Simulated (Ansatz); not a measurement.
# CsO: one contact scaled

The task here is to estimate one member of a computed series from the others.

Method: DFT, LDA, PAW with Ansatz's default frozen-core files, scalar-relativistic, in Ansatz 0.2.0.

3 further runs of the same task are left out: 3 that didn't finish. Runs told in other sessions of the task aren't counted.

## The starting structure

Symmetry: Immm, No. 71, orthorhombic system. Conventional cell: a = 4.334 Å, b = 6.437 Å, c = 7.558 Å, α = 90.00°, β = 90.00°, γ = 90.00°. Around Cs (site symmetry mm2) lie 6 O at 2.96 to 3.12 Å. Around O (site symmetry m2m) lie 1 O at 1.51 Å.

Coordinates:

```xyz
4
Lattice="-2.1669 3.2187 3.7788 2.1669 -3.2187 3.7788 2.1669 3.2187 -3.7788" Properties=species:S:1:pos:R:3 pbc="T T T"
Cs    0.0000    0.0000    1.9163
Cs    0.0000    0.0000    5.6413
O     0.0000    3.9731    0.0000
O     0.0000    2.4642    0.0000
```

Atoms are numbered in the order of the input: Cs1, Cs2, O3, O4.

The first run:

Input file input.yaml:

```yaml
crystal:
  lattice:
    - [-2.166854795, 3.2186837237, 3.7788316351]
    - [2.166854795, -3.2186837237, 3.7788316351]
    - [2.166854795, 3.2186837237, -3.7788316351]
  atoms:
    - { symbol: Cs, position: [0.25356033, 0.25356033, 0.0] }
    - { symbol: Cs, position: [0.74643967, 0.74643967, 0.0] }
    - { symbol: O, position: [0.6171968, 0.0, 0.6171968] }
    - { symbol: O, position: [0.3828032, 0.0, 0.3828032] }
kpoints:
  mp_grid: { grid: [6, 6, 6] }
scf:
  occupations: { method: fermi_dirac, width: 0.03 }
hamiltonian:
  xc: lda
  pseudopotentials: { kind: paw }
output:
  forces: true
  stress: true
  eigenvalues: true
  populations: true
```

Launch:

```bash
$ ansatz run input.yaml --threads 1 --pin off --max-ram 3072MiB --backend cpu --events-out ev --progress --plain --runs-dir out
```

Steps of the session up to this table: Shortest bond scaled by 1, PAW; Shortest bond scaled by 0.95, PAW; Shortest bond scaled by 0.9, PAW; Shortest bond scaled by 0.75, PAW; Shortest bond scaled by 0.62, PAW.

One table of the session follows, with a row left open; its other results are not shown here.

| method | length (Å) | F from the given length (eV/cell) | force along the bond (eV/Å) | pressure (GPa) | largest force (eV/Å) |
| --- | --- | --- | --- | --- | --- |
| PAW | 0.936 | 9.876 | 69.593 | 32.49 | 69.593 |
| PAW | 1.132 | 2.313 | 19.170 | 8.40 | 19.170 |
| PAW | 1.358 | 0.137 | 3.130 | -0.86 | 3.130 |
| PAW | 1.433 | ? | ? | ? | ? |
| PAW | 1.509 | 0.000 | -0.787 | -3.46 | 0.787 |

Q: Estimate the row for PAW, 1.433 from the others.

The run gave: F from the given length (eV/cell): -0.004; force along the bond (eV/Å): 0.780; pressure (GPa): -2.39; largest force (eV/Å): 0.780. In the column «F from the given length (eV/cell)» it is the lowest.
